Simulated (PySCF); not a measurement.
# DyH2O2 (Dy(OH)22+): the cost of one run

Program: PySCF 2.14.0. Level of theory: PBE0, Dy lcecp-2-SVP with ECP54, O def2-SVP, H def2-SVP; scalar-relativistic core potentials, no spin–orbit coupling. These are calculated values, not measurements.

1 further run of the same task is left out (for a known fault of the program).

### 1 Starting geometry

5 atoms, charge 2, spin multiplicity 1.

Bond lengths: Dy1–O2 2.031 Å, Dy1–O4 2.031 Å, O2–H3 0.966 Å, O4–H5 0.966 Å. Angles: O2–Dy1–O4 131.8°, Dy1–O2–H3 158.7°, Dy1–O4–H5 158.7°.

As a file:

```xyz
5
charge 2, multiplicity 1
Dy    0.00000    0.00000    0.00000
O     1.85350    0.00000    0.82950
H     2.81300   -0.09060    0.88850
O    -1.85350    0.00000    0.82950
H    -2.81300    0.09060    0.88850
```

Formal oxidation states: Dy +4. Each metal's 8 4f electrons lie in its core potential, so multiplicities, spins and levels count the valence alone.

### 2 SCF at the start, singlet

Input file run.py (the lines that set the calculation):

```python
mol = gto.M(atom='''
Dy     0.00000     0.00000     0.00000
O      1.85350     0.00000     0.82950
H      2.81300    -0.09060     0.88850
O     -1.85350     0.00000     0.82950
H     -2.81300     0.09060     0.88850''',
    basis={'Dy': 'lcecp-2-SVP', 'O': 'def2-SVP', 'H': 'def2-SVP'},
    ecp={'Dy': 'lcecp-2-SVP'},
    charge=2, spin=0)
mf = dft.RKS(mol, xc='PBE0')
mf.grids.atom_grid = (50, 194)  # f atoms: unpruned, at least (60, 302)
mf = mf.density_fit()  # fitting sets: Dy AutoAux, O def2-universal-JKFIT, H def2-universal-JKFIT
mf.conv_tol = 1e-08; mf.max_cycle = 55
mf.kernel(dm0)  # dm0: free metal ions and neutral atoms
```

Launch:

```
> OMP_NUM_THREADS=2 python run.py
```

Q: Estimate wall time and peak memory on 2 threads of Arm Neoverse V1, shared host.

About 1.8 s, with a peak of 0.38 GiB.
